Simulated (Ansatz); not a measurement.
# FORu: the cost of one run

Computed with Ansatz 0.2.0, Gaussian basis. Level: UKS PBE0/def2-TZVP.

## 1. The starting structure

3 atoms, charge 0, spin multiplicity 2.

Atoms are counted from 1 here; the program's logs count them from 0.

Bond lengths: Ru1–O2 1.540 Å, Ru1–F3 1.648 Å. Angles: O2–Ru1–F3 180.0°.

The start was built by rule and, where that kept it together, relaxed with GFN2-xTB. Sticks and bond lists go by distance. No spin-orbit coupling is included. Elements past krypton take def2 core potentials.

## 2. Relaxation

File in.yaml:

```yaml
crystal:
  periodic: [false, false, false]
  atoms:
    - {symbol: Ru, position_ang: [0.000000, 0.000000, -0.035956]}
    - {symbol: O, position_ang: [0.000000, 0.000000, -1.576198]}
    - {symbol: F, position_ang: [0.000000, 0.000000, 1.612154]}
basis:
  gaussian: {orbitals: def2-TZVP}
magnetization: {spin_polarized: true, initial_magnetization: 1}
hamiltonian: {xc: pbe0}
relax: {f_tol: 0.004, max_steps: 80}
```

Started as:

```console
$ ansatz run in.yaml --threads 1 --pin off --events-out ev --progress --plain --max-ram 2176MiB
```

What time and memory should one allow on 1 thread of Intel Xeon Platinum 8488C, shared host?

About 55 s, with a peak of 0.29 GiB.
